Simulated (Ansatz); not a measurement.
## CH₅AlFNS, SMILES N[C](F)([AlH2])S: vertical spin-state energies, step by step

Computed with Ansatz 0.2.0, Python API.

Notebook, run cell by cell (the value of a cell's last expression is shown):

```python
import ansatz as az
```

```python
GEOMETRY = """
N    -0.40170    0.54790    1.17810
C     0.33720    0.16090    0.01540
F     1.65470    0.29520    0.29130
Al    0.04440   -1.74750   -0.38610
S    -0.05920    1.15430   -1.47370
H    -1.46130    0.62050    0.89610
H    -0.15800    1.57880    1.40510
H     0.75890   -2.46160   -1.60060
H    -1.07850   -2.54990    0.54680
H     0.44650    2.35020   -0.86950
"""
```

```python
geometry = az.Crystal.molecule()
for line in GEOMETRY.strip().splitlines():
    symbol, *xyz = line.split()
    geometry = geometry.atom(symbol, [float(v) for v in xyz])
```

```python
job = (
    geometry.calculation()
    .basis(gaussian="6-31G*")  # the orbital basis, by name
    .functional("PBE")
    .scf(lower_state_search="standard")
)
found = {}
for unpaired in [0, 2]:
    summary = job.spin("collinear", total=unpaired).run().report
    s = unpaired / 2
    found[unpaired] = summary["free_energy_ev"]
    print(f"2S+1 = {unpaired + 1}: E = {found[unpaired]:.5f} eV, <S^2> = {abs(summary['mean_field']['state']['spin_squared']):.3f} (pure state {s * (s + 1):.2f})")
lowest = min(found, key=found.get)
for unpaired, e in found.items():
    print(f"multiplicity {unpaired + 1}: {(e - found[lowest]):.3f} eV above the lowest")
```

    2S+1 = 1: E = -22740.74501 eV, <S^2> = 0.000 (pure state 0.00)
    2S+1 = 3: E = -22737.39538 eV, <S^2> = 2.004 (pure state 2.00)
    multiplicity 1: 0.000 eV above the lowest
    multiplicity 3: 3.350 eV above the lowest

In order: multiplicity 1 (+0.00 eV) and multiplicity 3 (+3.35 eV), all at the one geometry.

These settings explore the input space; basis and method may be short of convergence. The geometry is a force-field or estimated start, not a minimum of this method, and the basis set is short of its limit. All parts are taken at fixed geometry, without zero-point energy. It ran for 30 s on 1 thread of Intel(R) Xeon(R) Platinum 8259CL CPU @ 2.50GHz (Skylake/Cascade Lake), with other jobs on the host, peak memory 0.25 GiB.

(Lines on the test bed's own set-up are left out of the output.)
